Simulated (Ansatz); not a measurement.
# Cl2H3NSi: the cost of one run

Computed with Ansatz 0.2.0, Gaussian basis. Level: PBE0-D4/def2-TZVP structures, single points in def2-TZVPP, no counterpoise correction.

Levels: SPW92, PBE-D4, BLYP-D4, r2SCAN-D4, B97M-V, PBE0-D4, B3LYP-D4, r2SCAN0-D4, BHLYP-D4, CAM-B3LYP-D4, wB97X-V, wB97M-V, B2PLYP, PBE-QIDH, RPA on PBE, Hartree-Fock, MP2, CCSD, CCSD(T).

Correlated methods freeze the cores. B3LYP uses VWN-RPA correlation. B2PLYP carries no dispersion term here.

113 further runs of the same task are left out: 113 set aside as unsound or not needed.

## 1. The system as given

The complex: 15 atoms, charge 0, spin multiplicity 1.

Atoms are counted from 1 here; the program's logs count them from 0.

Bond lengths: Si1–Cl3 2.047 Å, Si1–Cl4 2.042 Å, Si1–H5 1.470 Å, Si1–N7 1.708 Å, Si2–H8 1.483 Å, Si2–H10 1.479 Å, Si2–H11 1.491 Å, Si2–H12 1.486 Å, H6–O9 0.970 Å, N7–H13 1.010 Å, N7–H14 1.011 Å, O9–H15 0.960 Å. Angles: Cl3–Si1–Cl4 107.2°, Cl3–Si1–H5 108.4°, Cl3–Si1–N7 114.3°, Cl4–Si1–H5 110.7°, Cl4–Si1–N7 107.2°, H5–Si1–N7 109.2°, H8–Si2–H10 111.8°, H8–Si2–H11 107.6°, H8–Si2–H12 110.4°, H10–Si2–H11 108.6°, H10–Si2–H12 111.2°, H11–Si2–H12 107.0°, Si1–N7–H13 118.9°, Si1–N7–H14 117.0°, H13–N7–H14 110.5°, H6–O9–H15 105.2°.

Coordinates:

```mol
Cl2H9NOSi2
  3D, bonds by distance, orders not assigned

 15 12  0  0  0  0  0  0  0  0999 V2000
   -1.7882    1.1349   -0.1955 Si  0  0
    1.1577   -2.2725   -0.3526 Si  0  0
   -3.3169    2.0171   -1.2316 Cl  0  0
   -2.1395    1.4602    1.7896 Cl  0  0
   -1.7962   -0.3039   -0.4947 H   0  0
    0.9361    0.8068    0.8119 H   0  0
   -0.2426    1.7722   -0.5467 N   0  0
    0.0285   -2.2826    0.6090 H   0  0
    1.4559    0.1850    1.3445 O   0  0
    2.4656   -2.3577    0.3334 H   0  0
    1.0078   -3.4629   -1.2380 H   0  0
    1.0840   -1.0711   -1.2241 H   0  0
   -0.0785    2.7597   -0.4099 H   0  0
    0.2046    1.4523   -1.3954 H   0  0
    1.0216    0.1626    2.2001 H   0  0
  1  3  8  0
  1  4  8  0
  1  5  8  0
  1  7  8  0
  2  8  8  0
  2 10  8  0
  2 11  8  0
  2 12  8  0
  6  9  8  0
  7 13  8  0
  7 14  8  0
  9 15  8  0
M  END
```

Its parts: Cl₂H₃NSi holds atoms 1, 3, 4, 5, 7, 13, 14; SiH₄ holds atoms 2, 8, 10, 11, 12; H₂O holds atoms 6, 9, 15. Each part counts its atoms afresh in its own runs.

## 2. Relaxing Cl₂H₃NSi alone

The input, relax-a/in.yaml:

```yaml
crystal:
  periodic: [false, false, false]
  atoms:
    - {symbol: Si, position_ang: [-1.788236, 1.134925, -0.195507]}
    - {symbol: Cl, position_ang: [-3.316912, 2.017076, -1.231639]}
    - {symbol: Cl, position_ang: [-2.139467, 1.460224, 1.789603]}
    - {symbol: H, position_ang: [-1.796214, -0.303895, -0.494713]}
    - {symbol: N, position_ang: [-0.242606, 1.772154, -0.546684]}
    - {symbol: H, position_ang: [-0.078464, 2.759662, -0.409866]}
    - {symbol: H, position_ang: [0.204642, 1.452317, -1.395356]}
basis:
  gaussian: {orbitals: def2-TZVP}
hamiltonian: {xc: pbe0, dispersion: d4}
relax: {f_tol: 0.005, max_steps: 200}
```

Command:

```
> ansatz run in.yaml --threads 5 --pin off --events-out ev --progress --plain --max-ram 66560MiB --backend cuda --devices 0, --max-vram 37GiB
```

**Question.** How long does this run take on 1 × a share of an NVIDIA H100 with 5 threads of AMD EPYC 7R13, shared host?

About 58 s.
